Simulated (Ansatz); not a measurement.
# CuSi16: the cost of one run

Method: DFT PBE, plane waves, PAW, scalar-relativistic, collinear spin, in Ansatz 0.2.0.

### 1 The system as given

The cell holds 17 atoms (CuSi16): a = 7.679 Å, b = 7.679 Å, c = 7.679 Å, α = 60.00°, β = 60.00°, γ = 60.00°.

Structure file:

```
CELL_PARAMETERS angstrom
0.00000 5.43000 5.43000
5.43000 0.00000 5.43000
5.43000 5.43000 0.00000
ATOMIC_POSITIONS crystal
Si 0.00000 0.00000 0.00000
Si 0.12500 0.12500 0.12500
Si 0.00000 0.00000 0.50000
Si 0.12500 0.12500 0.62500
Si 0.00000 0.50000 0.00000
Si 0.12500 0.62500 0.12500
Si 0.00000 0.50000 0.50000
Si 0.12500 0.62500 0.62500
Si 0.50000 0.00000 0.00000
Si 0.62500 0.12500 0.12500
Si 0.50000 0.00000 0.50000
Si 0.62500 0.12500 0.62500
Si 0.50000 0.50000 0.00000
Si 0.62500 0.62500 0.12500
Si 0.50000 0.50000 0.50000
Si 0.62500 0.62500 0.62500
Cu 0.74449 0.25527 0.24823
```

### 2 End point A

Input file input.yaml:

```yaml
crystal:
  lattice:
    - [0.0, 5.43, 5.43]
    - [5.43, 0.0, 5.43]
    - [5.43, 5.43, 0.0]
  atoms:
    - { symbol: Si, position: [0.0, 0.0, 0.0] }
    - { symbol: Si, position: [0.125, 0.125, 0.125] }
    - { symbol: Si, position: [0.0, 0.0, 0.5] }
    - { symbol: Si, position: [0.125, 0.125, 0.625] }
    - { symbol: Si, position: [0.0, 0.5, 0.0] }
    - { symbol: Si, position: [0.125, 0.625, 0.125] }
    - { symbol: Si, position: [0.0, 0.5, 0.5] }
    - { symbol: Si, position: [0.125, 0.625, 0.625] }
    - { symbol: Si, position: [0.5, 0.0, 0.0] }
    - { symbol: Si, position: [0.625, 0.125, 0.125] }
    - { symbol: Si, position: [0.5, 0.0, 0.5] }
    - { symbol: Si, position: [0.625, 0.125, 0.625] }
    - { symbol: Si, position: [0.5, 0.5, 0.0] }
    - { symbol: Si, position: [0.625, 0.625, 0.125] }
    - { symbol: Si, position: [0.5, 0.5, 0.5] }
    - { symbol: Si, position: [0.625, 0.625, 0.625] }
    - { symbol: Cu, position: [0.7444863, 0.2552695, 0.2482338], spin: 1.0 }
magnetization:
  spin_polarized: true
basis:
  ecutwfc: 420.0
kpoints:
  mp_grid: { grid: [2, 2, 2] }
hamiltonian:
  xc: pbe
  pseudopotentials: { kind: paw, azcp: { folder: soft_1 } }
scf:
  occupations: { method: gaussian, width: 0.02 }
  lower_state_search: "off"
relax:
  f_tol: 0.03
  max_steps: 60
  adjacent_minimum: "off"
```

Command:

```
> ansatz run input.yaml --threads 2 --pin off --max-ram 5120MiB --backend cpu --events-out ev --progress --plain --runs-dir out
```

What time and memory should one allow on 2 threads of Arm Neoverse V2, shared host?

About 52 s, with a peak of 0.73 GiB.
